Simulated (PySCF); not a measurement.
# C5H5F5O: the cost of one run

Programs: PySCF 2.14.0, with density-fitted response routines of our own. Each step states its level of theory. These are calculated values for one molecule, in the gas phase or a continuum, unless marked as measured. Atoms count from 0, in the outputs and in this text.

## (1) The molecule as given

16 atoms, charge 0, multiplicity 1; geometry from: GFN2-xTB. The atoms were then displaced at random by about 0.01 Å, so the start is not that level's minimum.

Bonds of the start (Å): F0–C1 1.38, C1–F2 1.36, C1–C3 1.55, C3–C4 1.53, C4–O5 1.43, O5–C6 1.43, C6–C7 1.53, C7–F8 1.35, C7–F9 1.31, C7–F10 1.34, C6–C3 1.52, C1–H11 1.09, C3–H12 1.07, C4–H13 1.10, C4–H14 1.10, C6–H15 1.08.

## (2) Geometry optimisation at PBE0-D3(BJ)/def2-SVP

What the job is given:

```
{"job": {"xc": "PBE0", "basis": "def2-SVP", "d3": "d3bj", "grid": 1, "shake": 0.01, "kind": "geom"}, "charge": 0, "multiplicity": 1}
F     -1.421690    -2.210220    -0.060670
C     -1.719790    -0.866060    -0.017360
F     -2.729210    -0.704610     0.877020
C     -0.450120    -0.081580     0.418470
C     -0.580130     1.431320     0.226120
O      0.359450     1.393730    -0.848420
C      0.626300     0.006930    -0.644900
C      2.039150    -0.239790    -0.099230
F      2.152110    -1.512660     0.327390
F      2.970460    -0.022990    -0.991790
F      2.283930     0.520380     0.974900
H     -2.091180    -0.555070    -0.995390
H     -0.192280    -0.424830     1.394680
H     -1.562320     1.827420    -0.078100
H     -0.198920     2.014000     1.074150
H      0.495180    -0.578360    -1.546120
```

On the command line:

```
$ OMP_NUM_THREADS=1 python probes_run.py task.json out
```

The driver reads the jobs from task.json and runs them one after another.

**Question.** How long does this first job take on 1 thread of AMD EPYC 7R43, shared host, and how much memory does it need?

About 2.3 min, with a peak of 0.76 GiB.
